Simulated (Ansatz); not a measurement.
# Li3SeF: the cost of one run

Computed with Ansatz 0.2.0 (DFT PBE, scalar-relativistic, plane waves, PAW, unless a step's input says otherwise).

### 1 The system as given

Symmetry: P6/mmm, No. 191, hexagonal system. The conventional cell has a = 4.665 Å, b = 4.665 Å, c = 3.782 Å, α = 90.00°, β = 90.00°, γ = 120.00°. Li (site symmetry mmm) is surrounded by 4 Li at 2.33 Å and 2 F at 2.33 Å. Se (site symmetry 6/mmm) has 2 F at 1.89 Å as nearest neighbours. Around F (site symmetry 6/mmm) lie 2 Se at 1.89 Å and 6 Li at 2.33 Å.

Structure file:

```xyz
5
Lattice="4.6653 0.0000 0.0000 -2.3326 4.0402 0.0000 0.0000 0.0000 3.7824" Properties=species:S:1:pos:R:3 pbc="T T T"
Li    2.3326    0.0000    0.0000
Li   -1.1663    2.0201    0.0000
Li    1.1663    2.0201    0.0000
Se    0.0000    0.0000    1.8912
F     0.0000    0.0000    0.0000
```

Recipe of the guess: random cell by space group and Wyckoff sites (P6/mmm, No. 191). Its size is a rough estimate.

### 2 Probe: one point on a coarse mesh

input.yaml

```yaml
crystal:
  lattice:
    - [4.66525937, 0.0, 0.0]
    - [-2.33262969, 4.04023313, 0.0]
    - [0.0, 0.0, 3.78244816]
  atoms:
    - { symbol: Li, position: [0.5, 0.0, 0.0] }
    - { symbol: Li, position: [0.0, 0.5, 0.0] }
    - { symbol: Li, position: [0.5, 0.5, 0.0] }
    - { symbol: Se, position: [0.0, 0.0, 0.5] }
    - { symbol: F, position: [0.0, 0.0, 0.0] }
basis:
  ecutwfc: 420
kpoints:
  mp_grid: { grid: [6, 6, 4] }
hamiltonian:
  xc: pbe
scf:
  occupations: { method: gaussian, width: 0.1 }
  lower_state_search: "off"
output:
  forces: true
  stress: true
  eigenvalues: true
```

Started as:

```sh
> ansatz run input.yaml --threads 1 --pin off --max-ram 2048MiB --backend cpu --events-out ev --progress --plain --runs-dir out
```

**Question.** How long does this run take on 1 thread of Arm Neoverse V2, shared host, and how much memory does it need?

About 1.8 s, with a peak of 0.33 GiB.
